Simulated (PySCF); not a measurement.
# NaGe: bond curves at several levels of theory

An exercise on one series of results from a longer session: the logs are not shown, and one member is left open.

Program: PySCF 2.14.0. Level of theory: Na cc-pVDZ, Ge cc-pVDZ-PP with ECP10, scalar-relativistic core potentials. These are calculated values, not measurements.

The first run:

A driver script around PySCF takes these settings:

```json
{
 "atoms": "Na, Ge",
 "charge": "0",
 "basis": "Na cc-pVDZ, Ge cc-pVDZ-PP with ECP10",
 "Hamiltonian": "scalar-relativistic core potentials",
 "basis functions": "41",
 "electrons treated": "33",
 "masses in u": "22.9898, 73.9212",
 "levels": "PBE0, PBE, r²SCAN, B2PLYP, r²SCAN0, PW91, HSE06, HF, MP2, SCS-MP2, CCSD, CCSD(T)",
 "grid": "80 radial by 434 angular points",
 "occupations": "held fixed by the projection of orbital angular momentum",
 "dissociation limit": "Na + Ge, each in its ground configuration",
 "starting distance in angstrom": "2.735",
 "values of 2S to try": "1, 3"
}
```

Command:

```console
OMP_NUM_THREADS=1 python dia.py task.json out
```

Among the steps run: The job; PBE0 along the bond; Other states along the same grid; PBE; r²SCAN; B2PLYP (double hybrid); r²SCAN0 (hybrid meta-GGA); PW91 (GGA); HSE06; UHF (mean field); Adding correlation.

One of the session's tables, all rows but one given; the rest of the session is left out.

It belongs to the step «The curves together». Energy (eV) from each level's lowest point:

```
R (Å)    UHF  UHF-MP2  UHF-SCS-MP2  UHF-CCSD  UHF-CCSD(T)
2.374  0.365    0.351        0.353       n/a          n/a
2.484  0.172    0.165        0.166     0.167        0.168
2.594  0.061    0.057        0.058     0.059        0.059
2.677  0.017    0.015        0.016     0.016        0.016
2.760  0.000    0.000        0.000     0.000        0.000
2.843  0.003    0.006        0.005     0.004        0.004
2.953  0.031    0.038        0.037     0.035        0.035
3.091      ?        ?            ?         ?            ?
3.257  0.189    0.222        0.215     0.209        0.209
3.478  0.332    0.398        0.382       n/a          n/a
```

Q: Estimate the row for R (Å) = 3.091 from the others.

Worked estimate for «UHF». A straight line through the neighbours (2.953, 0.031) and (3.257, 0.189) gives 0.031 + (0.189 − 0.031) × (3.091 − 2.953) / (3.257 − 2.953) = 0.103; a parabola fitted to 4 rows on both sides gives 0.096.

As computed: UHF: 0.092; UHF-MP2: 0.109; UHF-SCS-MP2: 0.106; UHF-CCSD: 0.102; UHF-CCSD(T): 0.102. In «UHF» the line misses by +0.011 and the parabola by +0.004.
